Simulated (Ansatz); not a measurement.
# C2H7FSi2: one species, many methods

The task here is to estimate one member of a computed series from the others.

Computed with Ansatz 0.2.0, Gaussian basis. Level: functionals in def2-TZVPP, the program's frozen cores in correlated methods.

Plan: LDA (SPW92), PBE-D4, revPBE-D4, BLYP-D4, r2SCAN-D4, B97M-V, PBE0-D4, B3LYP-D4, r2SCANh-D4, r2SCAN0-D4, HSE06-D4, BHLYP-D4, CAM-B3LYP-D4, LC-ωPBE, ωB97X-V, ωB97M-V, B2PLYP, PBE-QIDH; CCSD(T)/def2-SVP; CCSD(T)/def2-TZVPP; MP2/def2-QZVPP; extrapolation to the limit; RPA on PBE.

## Structure used throughout

All runs share one geometry, relaxed beforehand with PBE0-D4 in a triple-zeta def2 set.

SMILES `F[SiH2]/C=C/[SiH3]`, 12 atoms, charge 0, spin multiplicity 1.

Atoms are counted from 1 here; the program's logs count them from 0.

Bond lengths: F1–Si2 1.602 Å, Si2–C3 1.852 Å, Si2–H6 1.484 Å, Si2–H7 1.484 Å, C3–C4 1.338 Å, C3–H8 1.092 Å, C4–Si5 1.865 Å, C4–H9 1.091 Å, Si5–H10 1.488 Å, Si5–H11 1.486 Å, Si5–H12 1.488 Å. Angles: F1–Si2–C3 108.1°, F1–Si2–H6 108.0°, F1–Si2–H7 108.0°, C3–Si2–H6 111.5°, C3–Si2–H7 111.5°, H6–Si2–H7 109.6°, Si2–C3–C4 123.0°, Si2–C3–H8 118.2°, C4–C3–H8 118.8°, C3–C4–Si5 123.7°, C3–C4–H9 118.1°, Si5–C4–H9 118.3°, C4–Si5–H10 110.5°, C4–Si5–H11 108.7°, C4–Si5–H12 110.5°, H10–Si5–H11 109.6°, H10–Si5–H12 107.9°, H11–Si5–H12 109.6°.

Coordinates:

```mol
C2H7FSi2
  3D, bonds by distance, orders not assigned

 12 11  0  0  0  0  0  0  0  0999 V2000
   -1.6323    2.3491    0.0824 F   0  0
   -0.9984    1.5687    1.3292 Si  0  0
   -0.0374    0.1257    0.6775 C   0  0
    0.0649   -0.1517   -0.6270 C   0  0
    1.0273   -1.5988   -1.3034 Si  0  0
   -0.1256    2.5160    2.0670 H   0  0
   -2.1106    1.1299    2.2089 H   0  0
    0.4665   -0.5250    1.3947 H   0  0
   -0.4432    0.5059   -1.3333 H   0  0
    0.1345   -2.5009   -2.0796 H   0  0
    1.6269   -2.3465   -0.1672 H   0  0
    2.1044   -1.1275   -2.2151 H   0  0
  1  2  8  0
  2  3  8  0
  3  4  8  0
  4  5  8  0
  2  6  8  0
  2  7  8  0
  3  8  8  0
  4  9  8  0
  5 10  8  0
  5 11  8  0
  5 12  8  0
M  END
```

Set-up of the first run:

The input, in.yaml:

```yaml
crystal:
  periodic: [false, false, false]
  atoms:
    - {symbol: F, position_ang: [-1.632329, 2.349084, 0.082421]}
    - {symbol: Si, position_ang: [-0.998433, 1.568724, 1.329248]}
    - {symbol: C, position_ang: [-0.037429, 0.125654, 0.677488]}
    - {symbol: C, position_ang: [0.064944, -0.151710, -0.626974]}
    - {symbol: Si, position_ang: [1.027337, -1.598784, -1.303422]}
    - {symbol: H, position_ang: [-0.125619, 2.515963, 2.067038]}
    - {symbol: H, position_ang: [-2.110625, 1.129895, 2.208938]}
    - {symbol: H, position_ang: [0.466522, -0.524987, 1.394710]}
    - {symbol: H, position_ang: [-0.443173, 0.505916, -1.333336]}
    - {symbol: H, position_ang: [0.134529, -2.500887, -2.079590]}
    - {symbol: H, position_ang: [1.626881, -2.346533, -0.167187]}
    - {symbol: H, position_ang: [2.104395, -1.127533, -2.215133]}
basis:
  gaussian: {orbitals: def2-TZVPP}
hamiltonian: {xc: lda}
output: {orbitals: {seedname: orbitals}}
```

The run is started by

```
ansatz run in.yaml --threads 4 --pin off --events-out ev --progress --plain --max-ram 10444MiB
```

Among the steps run: LDA; PBE-D4 (GGA); revPBE-D4 (GGA); BLYP-D4 (GGA); r2SCAN-D4 (meta-GGA); B97M-V (meta-GGA); B3LYP-D4 (hybrid); r2SCANh-D4 (hybrid); r2SCAN0-D4 (hybrid); HSE06-D4 (hybrid); BHLYP-D4 (hybrid); CAM-B3LYP-D4 (range-separated); LC-ωPBE (range-separated); ωB97X-V (range-separated); ωB97M-V (range-separated); B2PLYP (double hybrid); PBE-QIDH (double hybrid).

One of the session's tables, all rows but one given; the rest of the session is left out.

It belongs to the step «Orbital energies across the functionals». 

| functional | HOMO (eV) | gap (eV) |
| --- | --- | --- |
| LDA (SPW92) | -7.21 | 4.90 |
| PBE-D4 | -7.09 | 4.98 |
| revPBE-D4 | -7.04 | 5.01 |
| BLYP-D4 | -6.93 | 4.99 |
| r2SCAN-D4 | -7.33 | 5.37 |
| B97M-V | -7.40 | 5.40 |
| PBE0-D4 | -8.21 | 7.06 |
| B3LYP-D4 | -7.98 | 6.65 |
| r2SCANh-D4 | -7.75 | 6.15 |
| r2SCAN0-D4 | -8.37 | 7.30 |
| HSE06-D4 | ? | ? |
| BHLYP-D4 | -9.16 | 9.13 |
| CAM-B3LYP-D4 | -9.50 | 9.54 |
| LC-ωPBE | -10.90 | 12.03 |
| ωB97X-V | -10.51 | 11.58 |
| ωB97M-V | -10.40 | 11.34 |

Estimate the missing values for HSE06-D4.

As computed: HOMO (eV): -7.81; gap (eV): 6.28. In the column «HOMO (eV)» it lies between B3LYP-D4 (-7.98) and r2SCANh-D4 (-7.75).
